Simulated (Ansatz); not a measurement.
A nudged elastic band was laid between two geometries of a periodic cell of 17 atoms, Si$_{16}$Ge (host Si, host structure diamond, interstitial Ge).

All numbers below come from DFT PBEsol, scalar-relativistic, plane waves, PAW (Ansatz). Settings: PAW set soft_1, cutoff 420 eV, k mesh 2x2x2, gaussian smearing 0.05 eV, no spin polarisation.

```yaml
movable_images: 5
climbing_image: yes
spring: 5.0 eV/Å²
optimiser: lbfgs
start_path: straight line
force_threshold: 0.03 eV/Å
iteration_limit: 80
end_points: relaxed
```

Image 0:

```xyz
17
Lattice="0.0000 5.4300 5.4300 5.4300 0.0000 5.4300 5.4300 5.4300 0.0000" Properties=species:S:1:pos:R:3
Si 0.040 0.044 0.036
Si 1.355 1.362 1.352
Si 2.673 2.678 0.036
Si 4.072 4.075 1.401
Si 2.671 0.045 2.669
Si 4.070 1.408 4.069
Si 5.437 2.709 2.703
Si 6.738 4.076 4.068
Si 0.040 2.677 2.671
Si 1.404 4.075 4.069
Si 2.707 5.440 2.704
Si 4.072 6.743 4.069
Si 2.705 2.709 5.436
Si 4.070 4.076 6.736
Si 5.437 5.441 5.435
Si 6.787 6.789 6.786
Ge 9.500 9.507 9.496
```

Image 6:

```xyz
17
Lattice="0.0000 5.4300 5.4300 5.4300 0.0000 5.4300 5.4300 5.4300 0.0000" Properties=species:S:1:pos:R:3
Si 0.001 0.001 -0.001
Si 1.351 1.350 1.347
Si 2.717 2.716 0.046
Si 4.083 4.081 1.349
Si 2.718 0.049 2.713
Si 4.083 1.351 4.079
Si 5.386 2.716 2.714
Si 6.750 4.115 4.111
Si 0.050 2.717 2.713
Si 1.351 4.083 4.080
Si 2.717 5.384 2.714
Si 4.116 6.748 4.112
Si 2.718 2.717 5.381
Si 4.117 4.116 6.744
Si 5.435 5.432 5.428
Si 6.750 6.748 6.745
Ge 8.150 8.147 8.143
```

**Question.** What changes between the two ends?

**Answer.** Contacts lost: Si1–Ge17. Contacts made: Si16–Ge17. The atom that moves furthest is Ge17, by 2.35 Å; four of its nearest neighbours are Si5 2.42, Si9 2.42, Si1 2.42, Si3 2.42 Å at the first end and Si14 2.42, Si12 2.42, Si16 2.42, Si8 2.42 Å at the last.

**Question.** Give the energies along the band, and the barrier.

**Answer.** The forces met the threshold. The highest image is number 3 of 0 to 6, 0.32 eV above the ends, which have the same energy within 2 meV. By the program's own check the climbing image is of a kind that is not told: the force calls were inconclusive, a negative curvature could not be distinguished from the path's own, the only one lies far off the path, or fixed occupations may fill a level only in part (lowest curvatures found: 0.21 and 0.30 eV/Å²). Limits of this set-up: coarse k mesh, PAW files made for another functional, a small cell, in which the defect meets its images.

| image | path coordinate (Å) | energy (eV) | Si1–Ge17 (Å) | Si16–Ge17 (Å) |
| --- | --- | --- | --- | --- |
| 0 | 0.00 | 0.00 | 2.42 | 4.70 |
| 1 | 0.59 | 0.12 | 2.47 | 4.22 |
| 2 | 1.19 | 0.30 | 2.63 | 3.71 |
| 3 | 1.78 | 0.32 | 3.04 | 3.04 |
| 4 | 2.37 | 0.30 | 3.71 | 2.63 |
| 5 | 2.97 | 0.12 | 4.22 | 2.47 |
| 6 | 3.56 | 0.00 | 4.70 | 2.42 |

**Question.** What is the geometry of the highest image?

**Answer.** 
```xyz
17
Lattice="0.0000 5.4300 5.4300 5.4300 0.0000 5.4300 5.4300 5.4300 0.0000" Properties=species:S:1:pos:R:3
Si -0.282 -0.281 -0.286
Si 1.096 1.097 1.092
Si 2.588 2.589 0.125
Si 3.982 3.983 1.380
Si 2.588 0.131 2.584
Si 3.982 1.385 3.978
Si 5.406 2.809 2.804
Si 6.660 4.203 4.198
Si 0.129 2.589 2.584
Si 1.383 3.983 3.978
Si 2.807 5.407 2.804
Si 4.201 6.662 4.198
Si 2.807 2.809 5.402
Si 4.201 4.203 6.657
Si 5.693 5.695 5.690
Si 7.071 7.073 7.067
Ge 8.825 8.826 8.821
```

Time of the run: 6.1 min on 1 thread of AMD EPYC 9B45 (Zen 5), on a shared host, peak memory 0.96 GiB.
